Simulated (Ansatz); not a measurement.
**MoCl4F2: one molecule under many settings**

How do the results and run time of MoCl4F2 respond when the settings are drawn wide?

Program: Ansatz 0.2.0, Gaussian basis. Level of theory: the settings change from run to run. These are calculated values, not measurements.

## (1) The molecule

The geometry comes from an earlier relaxation with PBE0-D4 in a triple-zeta def2 set; it is a stationary point, not always the lowest conformer. Mo takes a core potential in def2 sets; no spin-orbit term is included.

SMILES `[F][Mo]([F])([Cl])([Cl])([Cl])[Cl]`, 7 atoms, charge 0, spin multiplicity 1.

Atoms are counted from 1 here; the program's logs count them from 0.

Bond lengths: F1–Mo2 1.842 Å, Mo2–F3 1.842 Å, Mo2–Cl4 2.268 Å, Mo2–Cl5 2.257 Å, Mo2–Cl6 2.268 Å, Mo2–Cl7 2.257 Å. Angles: F1–Mo2–F3 87.6°, F1–Mo2–Cl4 88.3°, F1–Mo2–Cl5 89.9°, F1–Mo2–Cl6 88.3°, F1–Mo2–Cl7 177.5°, F3–Mo2–Cl4 88.3°, F3–Mo2–Cl5 177.5°, F3–Mo2–Cl6 88.3°, F3–Mo2–Cl7 89.9°, Cl4–Mo2–Cl5 91.7°, Cl4–Mo2–Cl6 175.2°, Cl4–Mo2–Cl7 91.7°, Cl5–Mo2–Cl6 91.7°, Cl5–Mo2–Cl7 92.7°, Cl6–Mo2–Cl7 91.7°.

Geometry (Å):

```
F    -1.3421   -0.3247   -1.2605
Mo   -0.0293   -0.0100   -0.0070
F    -1.3763    0.2840    1.2149
Cl   -0.1137   -2.2115    0.5331
Cl    1.5508   -0.3877   -1.5735
Cl   -0.1350    2.1899   -0.5493
Cl    1.5070    0.3918    1.5966
```

## (2) r2SCAN50/def2-SVPD

Options: a grid of angular degree 23, finite nuclei, relativity set to scalar.

The input, in.yaml:

```yaml
crystal:
  periodic: [false, false, false]
  atoms:
    - {symbol: F, position_ang: [-1.342137, -0.324655, -1.260549]}
    - {symbol: Mo, position_ang: [-0.029345, -0.010025, -0.006996]}
    - {symbol: F, position_ang: [-1.376299, 0.283988, 1.214922]}
    - {symbol: Cl, position_ang: [-0.113716, -2.211462, 0.533108]}
    - {symbol: Cl, position_ang: [1.550763, -0.387664, -1.573512]}
    - {symbol: Cl, position_ang: [-0.135000, 2.189941, -0.549343]}
    - {symbol: Cl, position_ang: [1.507032, 0.391775, 1.596571]}
basis:
  gaussian: {orbitals: def2-SVPD, final_grid: {core_spheres: 8, valence_spheres: 7, degree: 23}, nuclear_model: gaussian}
hamiltonian: {xc: {name: r2SCAN50}, pseudopotentials: {relativity: scalar}}
```

The run is started by

```sh
> ansatz run in.yaml --threads 4 --pin off --events-out ev --progress --plain --max-ram 11315MiB
```

Log:

```text
Functional definition: r2SCAN50
  name "r2SCAN50"
  cite "Bursch, Neugebauer, Ehlert & Grimme, J. Chem. Phys. 156, 134105 (2022) doi:10.1063/5.0086040"
  cite "Furness, Kaplan, Ning, Perdew & Sun, J. Phys. Chem. Lett. 11, 8208 (2020) doi:10.1021/acs.jpclett.0c02405"
  cite "Furness, Kaplan, Ning, Perdew & Sun, J. Phys. Chem. Lett. 11, 9248 (2020) doi:10.1021/acs.jpclett.0c03077"
  parent r2scan
  parameter a = 0.5
  parameter k0 = 0.174
  parameter k1 = 0.065
  parameter a1 = 4.9479
  exchange = (1 - a)*r2scan_x(k0 = k0, k1 = k1, a1 = a1) + a*exact_x
  correlation = r2scan_c
1950 factors; their error is unknown
mean field evaluation 1: about -57483.5963 eV, gradient 7.2e1 eV
mean field evaluation 2: about -57380.1422 eV, gradient 2.4e2 eV
mean field evaluation 4: about -57494.2855 eV, gradient 1.3e1 eV
mean field evaluation 8: about -57494.6663 eV, gradient 1.4e-1 eV
mean field evaluation 16: about -57495.4839 eV, gradient 7.8e-4 eV
mean field -57495.48387339 eV, -2112.9200605083 hartree, gradient 8.3e-5 eV, S^2 0.000000; 0 other end points of the search recorded, 0 dependent functions left out
reference -57495.48388555 eV, -2112.9200609551 hartree; 50, 50 occupied and 138, 138 virtual orbitals, 1950 factors
Total energy: -57495.48388555 eV, -2112.9200609551 hartree
Relativity: scalar
```

It took 2.6 s on 4 threads of Intel Xeon 6975P-C, shared host; peak memory 0.68 GiB.

## (3) SPW92/def2-SVP

Options: charge +1, multiplicity 2.

in.yaml: that of step 2 with these lines changed.

```diff
@@ -11,3 +11,5 @@
 basis:
-  gaussian: {orbitals: def2-SVPD, final_grid: {core_spheres: 8, valence_spheres: 7, degree: 23}, nuclear_model: gaussian}
-hamiltonian: {xc: {name: r2SCAN50}, pseudopotentials: {relativity: scalar}}
+  gaussian: {orbitals: def2-SVP}
+total_charge: 1
+magnetization: {spin_polarized: true, initial_magnetization: 1}
+hamiltonian: {xc: {name: SPW92}}
```

The command is unchanged.

Log (excerpt; [...] marks lines left out):

```text
Functional definition: SPW92
  name "SPW92"
  cite "Dirac, Proc. Camb. Phil. Soc. 26, 376 (1930) doi:10.1017/S0305004100016108"
  cite "Slater, Phys. Rev. 81, 385 (1951) doi:10.1103/PhysRev.81.385"
  cite "Perdew & Wang, Phys. Rev. B 45, 13244 (1992) doi:10.1103/PhysRevB.45.13244"
[...]
1379 factors; their error is unknown
[...]
mean field -57156.70467280 eV, -2100.4701545194 hartree, gradient 1.8e-6 eV, S^2 0.754397; 10 other end points of the search recorded, 0 dependent functions left out
reference -57156.70474442 eV, -2100.4701571514 hartree; 50, 49 occupied and 81, 82 virtual orbitals, 1379 factors
Total energy: -57156.70474442 eV, -2100.4701571514 hartree
```

It took 6.5 s on 4 threads of Intel Xeon 6975P-C, shared host; peak memory 0.62 GiB.

⟨S²⟩ 0.754.

## (4) HSE06/def2-SVPD

This run has multiplicity 3.

in.yaml: that of step 3 with these lines changed.

```diff
@@ -11,5 +11,5 @@
 basis:
-  gaussian: {orbitals: def2-SVP}
-total_charge: 1
-magnetization: {spin_polarized: true, initial_magnetization: 1}
-hamiltonian: {xc: {name: SPW92}}
+  gaussian: {orbitals: def2-SVPD}
+magnetization: {spin_polarized: true, initial_magnetization: 2}
+hamiltonian: {xc: {name: HSE06}}
+output: {forces: true}
```

Launched as before.

Log (excerpt; [...] marks lines left out):

```text
Functional definition: HSE06
  name "HSE06"
  cite "Heyd, Scuseria & Ernzerhof, J. Chem. Phys. 118, 8207 (2003) doi:10.1063/1.1564060"
  cite "Krukau, Vydrov, Izmaylov & Scuseria, J. Chem. Phys. 125, 224106 (2006) doi:10.1063/1.2404663"
  cite "Heyd & Scuseria, J. Chem. Phys. 120, 7274 (2004) doi:10.1063/1.1668634"
  cite "Ernzerhof & Perdew, J. Chem. Phys. 109, 3313 (1998) doi:10.1063/1.476928"
  cite "Perdew, Burke & Ernzerhof, Phys. Rev. Lett. 77, 3865 (1996) doi:10.1103/PhysRevLett.77.3865"
  parent pbe
[...]
  # The whole range is PBE's own exchange, as in plane waves. The composition of these papers is wPBEh.
[...]
1749 factors; integrals over basis functions are off by at most 4.2e-4 eV
141 factors; integrals over basis functions are off by at most 6.4e-7 eV
[...]
mean field -57341.36115555 eV, -2107.2561550960 hartree, gradient 4.4e-6 eV, S^2 2.009293; 10 other end points of the search recorded, 0 dependent functions left out
[...]
reference -57341.36121497 eV, -2107.2561572796 hartree; 51, 49 occupied and 137, 139 virtual orbitals, 1749 factors
Total energy: -57341.36121497 eV, -2107.2561572796 hartree
Atom 0 at    -1.342137    -0.324655    -1.260549 Å, force    -0.665259    -0.159930    -0.637172 eV/Å
Atom 1 at    -0.029345    -0.010025    -0.006996 Å, force    -1.366755    -0.306311    -1.218552 eV/Å
Atom 2 at    -1.376299     0.283988     1.214922 Å, force     0.135302     0.042189     0.169099 eV/Å
Atom 3 at    -0.113716    -2.211462     0.533108 Å, force     0.231905    -1.276894     0.649378 eV/Å
Atom 4 at     1.550763    -0.387664    -1.573512 Å, force     0.364482    -0.038769    -0.164998 eV/Å
Atom 5 at    -0.135000     2.189941    -0.549343 Å, force     0.218868     1.434506    -0.017497 eV/Å
Atom 6 at     1.507032     0.391775     1.596571 Å, force     1.081458     0.305210     1.219742 eV/Å
Dipole moment:     0.389951     0.047158     0.184079 e Å
```

Wall time 32 s (4 threads of Intel Xeon 6975P-C, shared host); peak memory 1.2 GiB.

Largest force 1.857 eV/Å, dipole 2.08 D, ⟨S²⟩ 2.009.

## (5) wB97X-V/def2-SVPD

in.yaml: that of step 4 with these lines changed.

```diff
@@ -12,4 +12,3 @@
   gaussian: {orbitals: def2-SVPD}
-magnetization: {spin_polarized: true, initial_magnetization: 2}
-hamiltonian: {xc: {name: HSE06}}
+hamiltonian: {xc: {name: wB97X-V}}
 output: {forces: true}
```

Launched as before.

Log:

```text
Functional definition: wB97X-V
  name "wB97X-V"
  cite "Mardirossian & Head-Gordon, Phys. Chem. Chem. Phys. 16, 9904 (2014) doi:10.1039/C3CP54374A"
  cite "Becke, J. Chem. Phys. 107, 8554 (1997) doi:10.1063/1.475007"
  cite "Vydrov & Van Voorhis, J. Chem. Phys. 133, 244103 (2010) doi:10.1063/1.3521275"
  parameter omega = 0.3/bohr
  parameter cx = 0.167
  parameter cx1 = 0.603
  parameter cx2 = 1.194
  parameter css0 = 0.556
  parameter css1 = -0.257
  parameter cos0 = 1.219
  parameter cos1 = -1.850
  parameter b = 6.0
  parameter c = 0.01
  exchange = spin_sum(e_x_unif_sr(omega)*poly(b97_u_x, 1 - cx, cx1, cx2)) + cx*exact_x_sr(omega) + exact_x_lr(omega)
  correlation = spin_sum(e_c_pw_same_spin*poly(b97_u_same, css0, css1))
      + integral(e_c_pw_opposite_spin*poly(b97_u_opposite, cos0, cos1)) + vv10(b, c)
1749 factors; integrals over basis functions are off by at most 4.2e-4 eV
546 factors; integrals over basis functions are off by at most 1.8e-5 eV
mean field evaluation 1: about -57341.1611 eV, gradient 7.8e1 eV
mean field evaluation 2: about -57251.0911 eV, gradient 2.4e2 eV
mean field evaluation 4: about -57354.7377 eV, gradient 4.7e0 eV
mean field evaluation 8: about -57354.9082 eV, gradient 6.2e-1 eV
mean field evaluation 16: about -57354.9092 eV, gradient 1.2e-3 eV
mean field -57354.90920132 eV, -2107.7540365948 hartree, gradient 4.4e-5 eV, S^2 0.000000; 0 other end points of the search recorded, 0 dependent functions left out
the calculation of the forces begins
reference -57354.90919844 eV, -2107.7540364890 hartree; 50, 50 occupied and 138, 138 virtual orbitals, 1749 factors
Total energy: -57354.90919844 eV, -2107.7540364890 hartree
Atom 0 at    -1.342137    -0.324655    -1.260549 Å, force     0.081469     0.015505     0.061540 eV/Å
Atom 1 at    -0.029345    -0.010025    -0.006996 Å, force    -0.206891    -0.001594    -0.002456 eV/Å
Atom 2 at    -1.376299     0.283988     1.214922 Å, force     0.083153    -0.014314    -0.059565 eV/Å
Atom 3 at    -0.113716    -2.211462     0.533108 Å, force    -0.013388    -0.076423     0.018629 eV/Å
Atom 4 at     1.550763    -0.387664    -1.573512 Å, force     0.035337    -0.008428    -0.035177 eV/Å
Atom 5 at    -0.135000     2.189941    -0.549343 Å, force    -0.014037     0.076229    -0.018969 eV/Å
Atom 6 at     1.507032     0.391775     1.596571 Å, force     0.034357     0.009026     0.035999 eV/Å
Dipole moment:     0.246844     0.001910     0.002936 e Å
```

Run time: 8.5 s. Hardware: 4 threads of Intel Xeon 6975P-C, shared host; peak memory 1 GiB.

Largest force 0.207 eV/Å, dipole 1.19 D.

## (6) rPW86-PBE/def2-TZVP

This run has unrestricted orbitals.

in.yaml: that of step 5 with these lines changed.

```diff
@@ -11,4 +11,5 @@
 basis:
-  gaussian: {orbitals: def2-SVPD}
-hamiltonian: {xc: {name: wB97X-V}}
+  gaussian: {orbitals: def2-TZVP}
+magnetization: {spin_polarized: true, initial_magnetization: 0}
+hamiltonian: {xc: {name: rPW86-PBE}}
 output: {forces: true}
```

The command is unchanged.

Log (excerpt; [...] marks lines left out):

```text
Functional definition: rPW86-PBE
  name "rPW86-PBE"
  cite "Murray, Lee & Langreth, J. Chem. Theory Comput. 5, 2754 (2009) doi:10.1021/ct900365q"
  cite "Perdew, Burke & Ernzerhof, Phys. Rev. Lett. 77, 3865 (1996) doi:10.1103/PhysRevLett.77.3865"
  parent pbe
[...]
1644 factors; their error is unknown
[...]
mean field -57443.96340598 eV, -2111.0267182528 hartree, gradient 2.2e-5 eV, S^2 0.000000; 4 other end points of the search recorded, 0 dependent functions left out
[...]
reference -57443.96355685 eV, -2111.0267237974 hartree; 50, 50 occupied and 200, 200 virtual orbitals, 1644 factors
Total energy: -57443.96355685 eV, -2111.0267237974 hartree
Atom 0 at    -1.342137    -0.324655    -1.260549 Å, force    -1.008379    -0.241403    -0.961672 eV/Å
Atom 1 at    -0.029345    -0.010025    -0.006996 Å, force     0.780641     0.006061     0.009293 eV/Å
Atom 2 at    -1.376299     0.283988     1.214922 Å, force    -1.034568     0.225479     0.937392 eV/Å
Atom 3 at    -0.113716    -2.211462     0.533108 Å, force    -0.048799    -0.952910     0.233639 eV/Å
Atom 4 at     1.550763    -0.387664    -1.573512 Å, force     0.694346    -0.169879    -0.704585 eV/Å
Atom 5 at    -0.135000     2.189941    -0.549343 Å, force    -0.057920     0.952103    -0.234924 eV/Å
Atom 6 at     1.507032     0.391775     1.596571 Å, force     0.674679     0.180549     0.720856 eV/Å
Dipole moment:     0.256923     0.001989     0.003056 e Å
```

Wall time 13 s (4 threads of Intel Xeon 6975P-C, shared host); peak memory 0.81 GiB.

Largest force 1.414 eV/Å, dipole 1.23 D, ⟨S²⟩ 0.000.

## (7) wB97X/def2-SVP

This run has coordinates scaled by 1.25.

The input, in.yaml:

```yaml
crystal:
  periodic: [false, false, false]
  atoms:
    - {symbol: F, position_ang: [-1.677671, -0.405818, -1.575687]}
    - {symbol: Mo, position_ang: [-0.036681, -0.012531, -0.008745]}
    - {symbol: F, position_ang: [-1.720373, 0.354985, 1.518653]}
    - {symbol: Cl, position_ang: [-0.142145, -2.764328, 0.666386]}
    - {symbol: Cl, position_ang: [1.938454, -0.484580, -1.966889]}
    - {symbol: Cl, position_ang: [-0.168750, 2.737427, -0.686678]}
    - {symbol: Cl, position_ang: [1.883790, 0.489719, 1.995713]}
basis:
  gaussian: {orbitals: def2-SVP}
hamiltonian: {xc: {name: wB97X}}
```

Same command.

Log (excerpt; [...] marks lines left out):

```text
Functional definition: wB97X
  name "wB97X"
  cite "Chai & Head-Gordon, J. Chem. Phys. 128, 084106 (2008) doi:10.1063/1.2834918"
  cite "Becke, J. Chem. Phys. 107, 8554 (1997) doi:10.1063/1.475007"
[...]
  # The coefficients of nought are those of the uniform gas.
[...]
      + exact_x_lr(omega)
[...]
      + integral(e_c_pw_opposite_spin*poly(b97_u_opposite, 1, cos1, cos2, cos3, cos4))
1211 factors; integrals over basis functions are off by at most 2.7e-4 eV
249 factors; integrals over basis functions are off by at most 1.1e-5 eV
[...]
mean field -57352.24803767 eV, -2107.6562406344 hartree, gradient 6.3e-5 eV, S^2 0.000000; 6 other end points of the search recorded, 0 dependent functions left out
reference -57352.24797496 eV, -2107.6562383297 hartree; 50, 50 occupied and 81, 81 virtual orbitals, 1211 factors
Total energy: -57352.24797496 eV, -2107.6562383297 hartree
```

Wall time 7.5 s (4 threads of Intel Xeon 6975P-C, shared host); peak memory 0.62 GiB.

## (8) PBEsol/def2-TZVP

Options: charge +1, multiplicity 2, restricted open-shell orbitals, D4 dispersion.

The input, in.yaml:

```yaml
crystal:
  periodic: [false, false, false]
  atoms:
    - {symbol: F, position_ang: [-1.342137, -0.324655, -1.260549]}
    - {symbol: Mo, position_ang: [-0.029345, -0.010025, -0.006996]}
    - {symbol: F, position_ang: [-1.376299, 0.283988, 1.214922]}
    - {symbol: Cl, position_ang: [-0.113716, -2.211462, 0.533108]}
    - {symbol: Cl, position_ang: [1.550763, -0.387664, -1.573512]}
    - {symbol: Cl, position_ang: [-0.135000, 2.189941, -0.549343]}
    - {symbol: Cl, position_ang: [1.507032, 0.391775, 1.596571]}
basis:
  gaussian: {orbitals: def2-TZVP}
total_charge: 1
magnetization: {spin_polarized: false, initial_magnetization: 1}
hamiltonian: {xc: {name: PBEsol}, dispersion: d4}
```

Launched as before.

Log (excerpt; [...] marks lines left out):

```text
Functional definition: PBEsol
  name "PBEsol"
  cite "Perdew et al., Phys. Rev. Lett. 100, 136406 (2008) doi:10.1103/PhysRevLett.100.136406"
  cite "Perdew, Burke & Ernzerhof, Phys. Rev. Lett. 77, 3865 (1996) doi:10.1103/PhysRevLett.77.3865"
  parent pbesol
[...]
1644 factors; their error is unknown
[...]
mean field -57262.81215517 eV, -2104.3695325744 hartree, gradient 3.4e-6 eV, S^2 0.750000; 12 other end points of the search recorded, 0 dependent functions left out
reference -57262.81221394 eV, -2104.3695347341 hartree; 50, 49 occupied and 200, 201 virtual orbitals, 1644 factors
Total energy: -57262.93147289 eV, -2104.3739174197 hartree
```

Wall time 22 s (4 threads of Intel Xeon 6975P-C, shared host); peak memory 1 GiB.

## (9) LC-wPBE/x2c-TZVPPall

in.yaml: that of step 8 with these lines changed.

```diff
@@ -11,5 +11,3 @@
 basis:
-  gaussian: {orbitals: def2-TZVP}
-total_charge: 1
-magnetization: {spin_polarized: false, initial_magnetization: 1}
-hamiltonian: {xc: {name: PBEsol}, dispersion: d4}
+  gaussian: {orbitals: x2c-TZVPPall}
+hamiltonian: {xc: {name: LC-wPBE}}
```

Launched as before.

Log (excerpt; [...] marks lines left out):

```text
Functional definition: LC-wPBE
  name "LC-wPBE"
  cite "Vydrov & Scuseria, J. Chem. Phys. 125, 234109 (2006) doi:10.1063/1.2409292"
  cite "Heyd & Scuseria, J. Chem. Phys. 120, 7274 (2004) doi:10.1063/1.1668634"
  cite "Ernzerhof & Perdew, J. Chem. Phys. 109, 3313 (1998) doi:10.1063/1.476928"
  cite "Perdew, Burke & Ernzerhof, Phys. Rev. Lett. 77, 3865 (1996) doi:10.1103/PhysRevLett.77.3865"
  parent pbe
[...]
2031 factors; their error is unknown
410 factors; integrals over basis functions are off by at most 3.6e-5 eV
[...]
mean field -165830.28187341 eV, -6094.1504550455 hartree, gradient 8.4e-5 eV, S^2 0.000000; 0 other end points of the search recorded, 0 dependent functions left out
reference -165830.28187342 eV, -6094.1504550459 hartree; 64, 64 occupied and 245, 245 virtual orbitals, 2031 factors
Total energy: -165830.28187342 eV, -6094.1504550459 hartree
Relativity: scalar
```

It took 4.5 s on 4 threads of Intel Xeon 6975P-C, shared host; peak memory 0.99 GiB.

## (10) RPBE/def2-mTZVP

Set apart from the defaults: multiplicity 3, D3(BJ) with three-body dispersion.

in.yaml: that of step 9 with these lines changed.

```diff
@@ -11,3 +11,4 @@
 basis:
-  gaussian: {orbitals: x2c-TZVPPall}
-hamiltonian: {xc: {name: LC-wPBE}}
+  gaussian: {orbitals: def2-mTZVP}
+magnetization: {spin_polarized: true, initial_magnetization: 2}
+hamiltonian: {xc: {name: RPBE}, dispersion: d3bjatm}
```

Launched as before.

Log (excerpt; [...] marks lines left out):

```text
Functional definition: RPBE
  name "RPBE"
  cite "Hammer, Hansen & Nørskov, Phys. Rev. B 59, 7413 (1999) doi:10.1103/PhysRevB.59.7413"
  cite "Perdew, Burke & Ernzerhof, Phys. Rev. Lett. 77, 3865 (1996) doi:10.1103/PhysRevLett.77.3865"
[...]
1497 factors; their error is unknown
[...]
mean field -57383.17785689 eV, -2108.7928905258 hartree, gradient 9.6e-6 eV, S^2 2.003407; 10 other end points of the search recorded, 0 dependent functions left out
reference -57383.17792293 eV, -2108.7928929526 hartree; 51, 49 occupied and 108, 110 virtual orbitals, 1497 factors
Total energy: -57385.95765732 eV, -2108.8950463072 hartree
```

It took 24 s on 4 threads of Intel Xeon 6975P-C, shared host; peak memory 0.62 GiB.

⟨S²⟩ 2.003.

## (11) The runs in one table

```
               level  charge  multiplicity  geometry  functions  energy (eV)   time
  r2SCAN50/def2-SVPD       0             1   relaxed        188   -57495.484  2.6 s
      SPW92/def2-SVP       1             2   relaxed        131   -57156.705  6.5 s
     HSE06/def2-SVPD       0             3   relaxed        188   -57341.361   32 s
   wB97X-V/def2-SVPD       0             1   relaxed        188   -57354.909  8.5 s
 rPW86-PBE/def2-TZVP       0             1   relaxed        250   -57443.964   13 s
      wB97X/def2-SVP       0             1    scaled        131   -57352.248  7.5 s
    PBEsol/def2-TZVP       1             2   relaxed        250   -57262.931   22 s
LC-wPBE/x2c-TZVPPall       0             1   relaxed        309  -165830.282  4.5 s
     RPBE/def2-mTZVP       0             3   relaxed        159   -57385.958   24 s
```

## (12) Summary of results

```
                                         quantity                      value
                                             runs                          9
                                         quickest  r2SCAN50/def2-SVPD, 2.6 s
                                          slowest      HSE06/def2-SVPD, 32 s
spread of total energies, same state and geometry                108475.4 eV
                  dipole, same state and geometry             1.19 to 1.23 D
```

In words: Run time spans a factor of 12, from r2SCAN50/def2-SVPD to HSE06/def2-SVPD. The jobs differ in tasks and options as well as level. Total energies at one charge and spin differ by 108475 eV between levels, so only differences within one level mean anything. Some of these runs are scalar-relativistic and others not, which shifts the totals of all-electron atoms past neon by several eV an atom and more; core potentials, where a basis has them, take the core out of the total altogether. At the PBE0-D4/def2-TZVP geometry and in the same state, the sound runs without point charges leave forces up to 1.41 eV/Å (rPW86-PBE/def2-TZVP).
